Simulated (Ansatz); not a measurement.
## TaNbCN: equation of state with PBE

TaNbCN:

```
CELL_PARAMETERS angstrom
1.58245 0.91363 5.19178
-1.58245 0.91363 5.19178
0.00000 -1.82726 5.19178
ATOMIC_POSITIONS crystal
Ta 0.25590 0.25590 0.25590
Nb 0.74245 0.74245 0.74245
N 0.50393 0.50393 0.50393
C 0.99772 0.99772 0.99772
```

The cell comes from a database or a generator and needn't be the stable form of this composition.

```yaml
Program: Ansatz 0.2.0
Task: equation of state
Functional: PBE
Potentials_or_basis: Ansatz PAW
Cutoff: 420 eV
Density_cutoff: 1680 eV
k_mesh: 10 × 10 × 10
Occupations: fermi-dirac, width 0.05 eV
Spin: no spin polarisation
```

```yaml
Equilibrium_volume: 11.14 Å³/atom
Bulk_modulus_at_fixed_shape_and_positions: 310 GPa
Pressure_derivative_of_the_bulk_modulus: 4.3
```

Energy against volume, from the lowest point:
```
volume (Å³/atom)  energy (meV/atom)
          10.584              28.81
          10.809               9.24
          11.034               0.00
          11.259               0.05
          11.484               8.46
          11.710              24.37
          11.935              47.01
```

All runs of the series together: 45 s on 2 threads of Intel(R) Xeon(R) Platinum 8259CL CPU @ 2.50GHz (Skylake/Cascade Lake), on a shared host.

Caveat: the cell was scaled at fixed shape and fractional positions, which overstates the stiffness of a crystal with free parameters, most of all of layers and chains. The run has no spin-orbit coupling, so splittings on Ta are missing.
